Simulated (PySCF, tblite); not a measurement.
**C4H5F2OS radical: geometry, infrared bands and EPR parameters**

What infrared bands and EPR parameters should C4H5F2OS radical (`F[C](F)O[C@H]1CCS1`) show?

Programs: tblite 0.8.0 and PySCF 2.14.0, with density-fitted response routines of our own. Each step states its level of theory. These are calculated values for one molecule in the gas phase, unless marked as measured. Atoms count from 0, in the outputs and in this text.

**1. The molecule as given**

13 atoms, charge 0, multiplicity 2; geometry from: force field or distance geometry start.

Bonds of the start (Å): F0–C1 1.39, C1–F2 1.38, C1–O3 1.38, O3–C4 1.38, C4–C5 1.52, C5–C6 1.51, C6–S7 1.82, S7–C4 1.83, C4–H8 1.12, C5–H9 1.11, C5–H10 1.11, C6–H11 1.12, C6–H12 1.09.

**2. Geometry optimisation with GFN2-xTB**

Job settings and geometry (Å):

```
{"job": {"kind": "relax", "xc": "GFN2-xTB", "basis": "xTB"}, "charge": 0, "multiplicity": 2}
F      2.522700    -1.108900     0.858900
C      2.362200     0.196200     0.421500
F      3.565500     0.647000    -0.086400
O      1.408600     0.365800    -0.563700
C      0.178700    -0.179600    -0.279100
C     -0.971800     0.793300    -0.496000
C     -1.848800    -0.434800    -0.602400
S     -0.546600    -1.161000    -1.640000
H      0.108700    -0.692100     0.709200
H     -1.202500     1.464600     0.354100
H     -0.900900     1.359100    -1.445300
H     -1.851000    -0.950800     0.389300
H     -2.829200    -0.298400    -1.058600
```

On the command line:

```
OMP_NUM_THREADS=1 python probes_run.py task.json out
```

This one command runs all jobs of the session in turn.

Output:

```text
step      E/eV     max force
  0    -755.74795    2.049
  1    -755.97256    1.060
  2    -756.07465    0.907
  3    -756.13991    0.836
  4    -756.21227    0.524
  5    -756.23695    0.486
  6    -756.26524    0.396
  7    -756.28849    0.465
  8    -756.31266    0.359
  9    -756.33084    0.355
 10    -756.34443    0.330
 11    -756.35724    0.290
 12    -756.37253    0.364
 13    -756.38961    0.358
 14    -756.40476    0.302
 15    -756.41518    0.304
 16    -756.42420    0.292
 17    -756.43627    0.441
 18    -756.45197    0.438
 19    -756.46895    0.365
 20    -756.48458    0.309
 21    -756.50008    0.375
 22    -756.51717    0.492
 23    -756.53251    0.377
 24    -756.53851    0.323
 25    -756.53912    0.382
 26    -756.54919    0.176
 27    -756.55238    0.155
 28    -756.56338    0.186
 29    -756.56698    0.163
 30    -756.57021    0.098
 31    -756.57161    0.085
 32    -756.57287    0.089
 33    -756.57398    0.096
 34    -756.57516    0.099
 35    -756.57612    0.080
 36    -756.57697    0.088
 37    -756.57781    0.071
 38    -756.57891    0.098
 39    -756.58033    0.140
 40    -756.58231    0.192
 41    -756.58483    0.206
 42    -756.58804    0.160
 43    -756.59116    0.180
 44    -756.59169    0.279
 45    -756.59656    0.201
 46    -756.59992    0.133
 47    -756.60484    0.165
 48    -756.61354    0.538
 49    -756.61924    0.194
 50    -756.62352    0.159
 51    -756.62724    0.320
 52    -756.62970    0.096
 53    -756.63087    0.084
 54    -756.63349    0.103
 55    -756.63418    0.101
 56    -756.63559    0.107
 57    -756.63667    0.108
 58    -756.63809    0.098
 59    -756.63949    0.106
 60    -756.64104    0.115
 61    -756.64250    0.097
 62    -756.64190    0.268
 63    -756.64437    0.076
 64    -756.64502    0.075
 65    -756.64693    0.088
 66    -756.64764    0.080
 67    -756.64934    0.086
 68    -756.65033    0.129
 69    -756.65140    0.108
 70    -756.65279    0.107
 71    -756.65428    0.081
 72    -756.65563    0.109
 73    -756.65651    0.125
 74    -756.65764    0.115
 75    -756.65876    0.101
 76    -756.65989    0.077
 77    -756.66012    0.138
 78    -756.66151    0.085
 79    -756.66236    0.096
 80    -756.66624    0.134
 81    -756.66890    0.310
 82    -756.67247    0.178
 83    -756.67534    0.100
 84    -756.67768    0.158
 85    -756.67885    0.178
 86    -756.68044    0.125
 87    -756.68246    0.124
 88    -756.68358    0.104
 89    -756.68558    0.118
 90    -756.68634    0.053
 91    -756.68655    0.094
 92    -756.68685    0.049
 93    -756.68704    0.042
 94    -756.68751    0.036
 95    -756.68770    0.043
 96    -756.68788    0.049
 97    -756.68798    0.059
 98    -756.68812    0.067
 99    -756.68829    0.064
100    -756.68855    0.057
101    -756.68884    0.056
102    -756.68909    0.042
103    -756.68924    0.032
104    -756.68937    0.036
105    -756.68951    0.044
106    -756.68971    0.047
107    -756.68992    0.016
108    -756.68998    0.018
109    -756.69004    0.018
110    -756.69007    0.014
111    -756.69012    0.026
112    -756.69017    0.016
113    -756.69027    0.034
114    -756.69046    0.043
115    -756.69074    0.054
116    -756.69098    0.059
117    -756.69133    0.044
118    -756.69156    0.063
119    -756.69194    0.037
120    -756.69214    0.027
121    -756.69228    0.030
122    -756.69235    0.029
123    -756.69246    0.019
124    -756.69251    0.016
125    -756.69254    0.011
126    -756.69255    0.013
127    -756.69256    0.006
```

Wall time 0.77 s (1 thread of Arm Neoverse V1, shared host).

Step by step: (not every step is listed)

| step | energy from step 0 (eV) | largest force (eV/Å) |
| --- | --- | --- |
| 0 | 0.0000 | 2.0486 |
| 1 | -0.2246 | 1.0604 |
| 2 | -0.3267 | 0.9075 |
| 3 | -0.3920 | 0.8360 |
| 4 | -0.4643 | 0.5237 |
| 5 | -0.4890 | 0.4857 |
| 6 | -0.5173 | 0.3958 |
| 7 | -0.5405 | 0.4651 |
| 8 | -0.5647 | 0.3591 |
| 19 | -0.7210 | 0.3651 |
| 30 | -0.8223 | 0.0977 |
| 41 | -0.8369 | 0.2065 |
| 52 | -0.8818 | 0.0964 |
| 63 | -0.8964 | 0.0761 |
| 74 | -0.9097 | 0.1149 |
| 85 | -0.9309 | 0.1781 |
| 96 | -0.9399 | 0.0492 |
| 107 | -0.9420 | 0.0163 |
| 118 | -0.9436 | 0.0626 |
| 122 | -0.9444 | 0.0295 |
| 123 | -0.9445 | 0.0194 |
| 124 | -0.9446 | 0.0157 |
| 125 | -0.9446 | 0.0112 |
| 126 | -0.9446 | 0.0130 |
| 127 | -0.9446 | 0.0060 |

Close pairs (by a distance rule), those that changed most:

| bond | before (Å) | after (Å) | change (Å) |
| --- | --- | --- | --- |
| O3–C4 | 1.375 | 1.456 | +0.080 |
| C1–O3 | 1.382 | 1.302 | -0.080 |
| F0–C1 | 1.386 | 1.353 | -0.033 |
| C6–H11 | 1.118 | 1.086 | -0.032 |
| C1–F2 | 1.382 | 1.351 | -0.031 |
| C4–H8 | 1.115 | 1.091 | -0.025 |
| C5–H9 | 1.107 | 1.089 | -0.019 |
| C5–H10 | 1.107 | 1.089 | -0.018 |

The final coordinates are the input of the step that follows.

**3. Harmonic vibrations with GFN2-xTB**

Job settings and geometry (Å):

```
{"job": {"kind": "ir", "xc": "GFN2-xTB", "basis": "xTB"}, "charge": 0, "multiplicity": 2}
F      2.920144     0.094273     0.981661
C      2.508791     0.267475    -0.295736
F      3.007954    -0.753086    -1.026373
O      1.262065     0.594128    -0.480069
C      0.189063    -0.147306     0.166360
C     -1.123654     0.614841     0.028386
C     -1.746794    -0.315304    -1.013835
S     -0.400899    -1.545655    -0.836502
H      0.509818    -0.432724     1.169187
H     -1.680107     0.639366     0.963643
H     -0.965020     1.633686    -0.321608
H     -2.713308    -0.735411    -0.750124
H     -1.772442     0.086204    -2.023689
```

Output:

```text
mode    cm-1     km/mol
  1      35.3      0.68
  2      54.9      0.67
  3      69.4      1.41
  4     148.1      0.38
  5     281.8      6.97
  6     310.1      1.61
  7     458.0     14.22
  8     476.8     14.20
  9     550.6     14.79
 10     638.1      6.31
 11     708.8     41.05
 12     738.7     14.19
 13     785.3      6.82
 14     816.5     29.54
 15     902.1    137.25
 16     941.3     52.87
 17    1011.8     16.03
 18    1053.3      9.02
 19    1067.0    259.86
 20    1085.5     27.82
 21    1150.7      5.51
 22    1166.2      7.91
 23    1187.9      2.74
 24    1232.3    277.37
 25    1263.1     19.83
 26    1287.0     45.25
 27    1432.5      3.74
 28    1452.7      2.59
 29    2959.4      9.99
 30    3009.0      0.83
 31    3018.1      8.55
 32    3022.1     10.25
 33    3028.3     10.74
```

Run time: 0.38 s. Hardware: 1 thread of Arm Neoverse V1, shared host.

Which atoms move in the most intense modes:

| cm⁻¹ | km/mol | atoms |
| --- | --- | --- |
| 709 | 41.0 | C4 40 %, C6 17 %, S7 15 %, O3 11 % |
| 816 | 29.5 | C6 25 %, H11 22 %, C4 17 % |
| 902 | 137.2 | O3 26 %, F2 25 %, F0 22 %, C1 19 % |
| 941 | 52.9 | H11 27 %, H12 23 % |
| 1067 | 259.9 | C1 64 %, F0 14 %, F2 12 % |
| 1086 | 27.8 | H10 26 %, C4 22 %, C5 16 %, H11 11 % |
| 1232 | 277.4 | C1 42 %, H8 28 %, O3 22 % |
| 1287 | 45.2 | H8 33 %, C1 19 %, C4 12 %, C5 12 % |

**4. g tensor and hyperfine couplings: B3LYP/pcH-1**

Settings changed since step 3:

```diff
@@ -1,2 +1,2 @@
-{"job": {"kind": "ir", "xc": "GFN2-xTB", "basis": "xTB"}, "charge": 0, "multiplicity": 2}
+{"job": {"kind": "epr", "basis": "pcH-1"}, "charge": 0, "multiplicity": 2}
 F      2.920144     0.094273     0.981661
```

With the program's defaults for keys left out, this is: UKS B3LYP, pcH-1 on C F H O S, non-relativistic, mean-field spin-orbit, GIAO.

Output:

```text
UKS, coarse grid
  cycle   1  E = -828.32664779  |g| = 6.46e-01
  cycle   2  E = -828.14955089  |g| = 1.00e+00
  cycle   3  E = -828.46493739  |g| = 4.96e-02
  cycle   4  E = -828.46564535  |g| = 2.89e-02
  cycle   5  E = -828.46596342  |g| = 1.02e-02
  cycle   6  E = -828.46600333  |g| = 3.46e-03
  cycle   7  E = -828.46600838  |g| = 1.34e-03
  cycle   8  E = -828.46600927  |g| = 4.49e-04
UKS, final grid
  cycle   1  E = -828.46603339  |g| = 6.32e-04
  cycle   2  E = -828.46603316  |g| = 1.07e-03
  cycle   3  E = -828.46603353  |g| = 6.95e-05
  cycle   4  E = -828.46603353  |g| = 2.08e-05
E = -828.46603353 Eh   <S^2> = 0.7521 (exact 0.7500)
g shifts (ppm)      1          2          3
  rmc          -270       -270       -270
  gc             30        -36        -46
  oz_so        -289       2253       2674
  total        -529       1947       2358
hyperfine (MHz)  atom isotope    a_iso     a_fc   dipolar eigenvalues
    0   19F     315.16     314.07   -198.98   -179.54    378.52
    1   13C     637.05     637.05    -72.10    -71.44    143.53
    2   19F     369.07     367.77   -228.29   -210.27    438.56
    3   17O    -151.98    -151.92    -12.54      5.54      7.01
    4   13C      48.61      48.56     -7.64     -7.25     14.89
    5   13C      -2.79      -2.79     -0.51     -0.41      0.91
    6   13C      -0.05      -0.06     -0.32     -0.23      0.55
    7   33S       1.79       1.82     -3.21     -2.26      5.47
    8    1H      -2.97      -2.98     -5.22     -0.21      5.43
    9    1H       3.29       3.28     -0.96     -0.91      1.86
   10    1H       2.52       2.52     -1.64     -1.41      3.05
   11    1H       1.76       1.76     -0.62     -0.50      1.12
   12    1H      -0.04      -0.04     -0.83     -0.72      1.55
```

Run time: 70 s. Hardware: 1 thread of Arm Neoverse V1, shared host; peak memory 0.94 GiB.

Principal g values 2.00179, 2.00427, 2.00468; g(iso) = 2.00358, against 2.00232 for a free electron.

Hyperfine couplings; where a row names several nuclei, a(iso) is their mean (it holds for fast rotation or exchange) and the dipolar term the largest among them:

| nuclei | isotope | a(iso) (MHz) | a(iso) (G, at g = 2.0023) | largest dipolar term (MHz) |
| --- | --- | --- | --- | --- |
| C1 | 13C | 637.1 | 227.3 | 143.5 |
| F0, F2 | 19F | 342.1 | 122.1 | 438.6 |
| O3 | 17O | -152.0 | -54.2 | -12.5 |
| C4 | 13C | 48.6 | 17.3 | 14.9 |
| H9 | 1H | 3.3 | 1.2 | 1.9 |
| H8 | 1H | -3.0 | -1.1 | 5.4 |
| C5 | 13C | -2.8 | -1.0 | 0.9 |
| H10 | 1H | 2.5 | 0.9 | 3.1 |
| S7 | 33S | 1.8 | 0.6 | 5.5 |
| H11 | 1H | 1.8 | 0.6 | 1.1 |
| C6 | 13C | -0.1 | 0.0 | 0.6 |
| H12 | 1H | 0.0 | 0.0 | 1.5 |

Mulliken spin populations:

F0 0.05; C1 0.81; F2 0.06; O3 0.00; C4 0.06; C5 0.00; C6 0.00; S7 0.02; H8 0.00; H9 0.00; H10 0.00; H11 0.00; H12 0.00

In first order the couplings over 0.8 MHz of 19F, 1H give 48 distinct lines over 247.9 G, if the averaged nuclei exchange fast; the same motion can average rows kept apart here too.

Orbitals, density, ELF and potential are computed afterwards from the orbital file.

ELF in a plane through or near 4 of the atoms.

Ten even steps from ' ' (0.00) to '@' (1.00):
```
                                                        
                                                        
                          ......                        
                      ..==++++==..                      
            ......    ::##%%%%##--                      
        ..--++**++..  ::%%@@@@%%++..                    
      ..==##%%%%%%--  ..##@@@@%%**--::::..              
      ..++%%%%####::    ==%%######**++++++==::          
        ::++####==..    --****==##==..##%%%%**::        
            ..----::::--++##**..==::::%%@@@@%%==        
      ..::--++++==----++::::++==++%%**##%%%%**::        
      --##%%**##==....==..--##%%--##++::::--..          
      --##%%==##++    --++**%%##--##**..                
      ::++##%%%%++    ::------++@@@@@@++                
        ::--++++::            ++@@@@@@%%..              
            ....              --@@@@@@%%..              
                              ..**%%##--                
                                  ....                  
                                                        
                                                        
```
The map spans 11.3 Å across and 8.3 Å up, centred on the molecule. Atoms in the plane (x, y in Å): F0 (-3.1, -0.7), C4 (-0.3, -0.2), C6 (1.8, 0.6), H9 (1.5, -1.6).

On the surface of density 0.002 e/bohr³ the electrostatic potential runs, from the 1st to the 99th percentile, from -0.88 V near F2 to 1.22 V near H8.

The spin density lies nearest to C1 64 %; F0 12 %; F2 9 %.

**5. Results**

| quantity | value |
| --- | --- |
| strongest single infrared mode (GFN2-xTB) | 1232 cm⁻¹, 277 km/mol |
| zero-point energy (GFN2-xTB) | 53.4 kcal/mol |
| g(iso) (B3LYP) | 2.00358 |
| ⟨S²⟩ | 0.752 (exact 0.75) |
| largest a(iso) (averaged by class) | 13C on C1, 637.1 MHz |
| potential on the surface of density 0.002 e/bohr³, 1st and 99th percentile | -0.88 V and 1.22 V |

In words: Relaxing lowered the energy by 0.945 eV in 127 steps; the close pair that moved most is O3–C4, from 1.375 to 1.456 Å. No mode is imaginary among the 33: a minimum at this level. The strongest single mode, at 1232 cm⁻¹, is spread over several atoms, C1, H8, O3 among them. GFN2-xTB is a fitted tight-binding method: band positions and strengths are rough. Its intensities can rank the bands wrongly. C1 carries the largest spin population, 0.81 e. The isotropic g lies 1.3 ppt above the free-electron value. The conformer search found further structures of the same energy, which may be mirror or relabelled copies of this one.
